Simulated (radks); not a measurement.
**Excited configurations of P**

The task here is to estimate one member of a computed series from the others.

Method: scalar-relativistic Kohn-Sham, PBE, spin-polarised, spherical densities, point nucleus; open shells are filled with parallel spins first. Code: radks (a radial shooting solver on a logarithmic mesh, Libxc functionals) version 1.

2 further runs of the same task are left out: 2 that didn't finish.

## The system

- element: phosphorus (Z = 15)
- charge: 0
- electrons: 15
- configuration: [Ne] 3s2 3p3

Outer shells as boxes (Hund's rule):

P
```
[Ne] core
3s [↑↓]
3p [↑ ][↑ ][↑ ]
```

Set-up of the first run:

The run's settings:

```text
Z 15
configuration [Ne] 3s2 3p3
relativity scalar-relativistic
functional pbe,pbe
spin polarised
nucleus point
c 137.035999084
```

Steps of the session up to this table: Ground configuration: [Ne] 3s2 3p3.

One table of the session follows, with a row left open; its other results are not shown here.

It belongs to the step «Ground configuration: [Ne] 3s2 3p3». Sizes of the orbitals, from the radial functions (bohr):

```
  level     <r>  outermost maximum (interpolated)  90 % within  nodes
  2s up  0.5198                             0.419        0.817      1
2s down  0.5197                             0.419        0.816      1
  2p up  0.4854                             0.354        0.812      0
2p down       ?                                 ?            ?      ?
  3s up   1.892                              1.58         2.87      2
3s down   1.904                              1.56         2.92      2
  3p up   2.327                              1.83         3.67      1
3p down   2.469                              1.84         3.99      1
```

**Question.** Estimate the row for 2p down.

**Answer.** <r>: 0.4853; outermost maximum (interpolated): 0.354; 90 % within: 0.812; nodes: 0. In the column «<r>» it is the lowest.

To keep in mind: Open shells are spherical and high-spin; term and fine-structure splittings are not resolved.
